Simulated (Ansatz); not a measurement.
# Rh (fcc type): the cost of one run

Method: DFT, PBE, PAW with Ansatz's default frozen-core files, scalar-relativistic, in Ansatz 0.2.0.

## Step 1: The structure to begin with

Symmetry: Fm-3m, No. 225, cubic system. Conventional cell: a = 3.830 Å, b = 3.830 Å, c = 3.830 Å, α = 90.00°, β = 90.00°, γ = 90.00°. Rh (site symmetry m-3m) is surrounded by 12 Rh at 2.71 Å.

Coordinates:

```cif
data_structure
_symmetry_space_group_name_H-M 'Fm-3m'
_symmetry_Int_Tables_number 225
_cell_length_a 3.8304
_cell_length_b 3.8304
_cell_length_c 3.8304
_cell_angle_alpha 90.000
_cell_angle_beta 90.000
_cell_angle_gamma 90.000
_cell_volume 56.20
loop_
_atom_site_label
_atom_site_type_symbol
_atom_site_symmetry_multiplicity
_atom_site_Wyckoff_symbol
_atom_site_fract_x
_atom_site_fract_y
_atom_site_fract_z
_atom_site_occupancy
Rh1 Rh 4 a 0.00000 0.00000 0.00000 1
```

The file gives the conventional cell by its symmetry; the runs use the cell typed in the input.

## Step 2: Bulk cell relaxed, PAW

File input.yaml:

```yaml
crystal:
  lattice:
    - [0.0, 1.9152057761, 1.9152057761]
    - [1.9152057761, 0.0, 1.9152057761]
    - [1.9152057761, 1.9152057761, 0.0]
  atoms:
    - { symbol: Rh, position: [0.0, 0.0, 0.0] }
kpoints:
  mp_grid: { grid: [19, 19, 19] }
scf:
  occupations: { method: fermi_dirac, width: 0.1 }
hamiltonian:
  xc: pbe
  pseudopotentials: { kind: paw }
output:
  forces: true
  stress: true
  write_density: true
  write_potential: true
  elf: true
  volumetric_format: npy
relax:
  f_tol: 0.005
  max_steps: 40
  cell: {}
```

Started as:

```sh
$ ansatz run input.yaml --threads 3 --pin off --max-ram 8192MiB --backend cpu --events-out ev --progress --plain --runs-dir out
```

What time and memory should one allow on 3 threads of Intel Xeon Platinum 8375C at 2.90GHz (Ice Lake), shared host?

About 2.5 s, with a peak of 0.37 GiB.
